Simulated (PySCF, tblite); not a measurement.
**C₅H₈B radical: geometry, infrared bands and EPR parameters**

Wanted: the infrared bands and EPR parameters of C₅H₈B radical (`[B]1C=CCCC1`), by calculation.

Computed with tblite 0.8.0 and PySCF 2.14.0, with density-fitted response routines of our own, on a single molecule in the gas phase. Atoms are numbered from 0 throughout.

### Step 1. The molecule as given

14 atoms, charge 0, multiplicity 2; geometry from: force field or distance geometry start.

Bonds of the start (Å): B0–C1 1.55, C1–C2 1.35, C2–C3 1.52, C3–C4 1.54, C4–C5 1.54, C5–B0 1.61, C1–H6 1.09, C2–H7 1.08, C3–H8 1.12, C3–H9 1.10, C4–H10 1.10, C4–H11 1.11, C5–H12 1.10, C5–H13 1.10.

### Step 2. Optimising the geometry with GFN2-xTB

The job: settings as JSON, then the geometry in Å.

```
{"job": {"kind": "relax", "xc": "GFN2-xTB", "basis": "xTB"}, "charge": 0, "multiplicity": 2}
B      0.397200     1.750900    -0.239200
C      1.604400     0.780200    -0.120500
C      1.424300    -0.550700     0.028300
C      0.040500    -1.174000    -0.053500
C     -1.064300    -0.238800     0.473700
C     -1.066300     1.092700    -0.302900
H      2.615300     1.185900    -0.087700
H      2.285500    -1.190800     0.137000
H      0.043500    -2.114100     0.564400
H     -0.174200    -1.461900    -1.095200
H     -0.919600    -0.048300     1.551200
H     -2.055200    -0.732000     0.340900
H     -1.330000     0.910500    -1.353500
H     -1.801800     1.789700     0.134900
```

Launch:

```console
OMP_NUM_THREADS=1 python probes_run.py task.json out
```

One launch serves the whole session: the jobs run in the order shown.

**Question.** This job is followed by: GFN2-xTB harmonic vibrations, gas phase; UKS B3LYP, pcH-1 on B C H, non-relativistic, mean-field spin-orbit, GIAO. Predict these results of the whole session: strongest single infrared mode (GFN2-xTB); zero-point energy (GFN2-xTB); g(iso) (B3LYP); ⟨S²⟩; largest a(iso) (averaged by class); potential on the surface of density 0.002 e/bohr³, 1st and 99th percentile.

As calculated:

```
                                                                  quantity                 value
                                 strongest single infrared mode (GFN2-xTB)  3057 cm⁻¹, 92 km/mol
                                              zero-point energy (GFN2-xTB)         72.9 kcal/mol
                                                            g(iso) (B3LYP)               2.00223
                                                                      ⟨S²⟩    0.756 (exact 0.75)
                                        largest a(iso) (averaged by class)  11B on B0, 301.6 MHz
potential on the surface of density 0.002 e/bohr³, 1st and 99th percentile    -0.94 V and 0.79 V
```

**Reading.** Over 47 steps the energy fell by 0.312 eV; of the close pairs, B0–C1 changed most, 1.554 to 1.467 Å. No mode is imaginary among the 36: a minimum at this level. The strongest single mode, at 3057 cm⁻¹, moves mainly H6. Unscaled tight-binding wavenumbers are off by several per cent, some by more. Its intensities can rank the bands wrongly. Most of the unpaired spin sits on B0 (0.88 e). The isotropic g lies 0.1 ppt below the free-electron value.
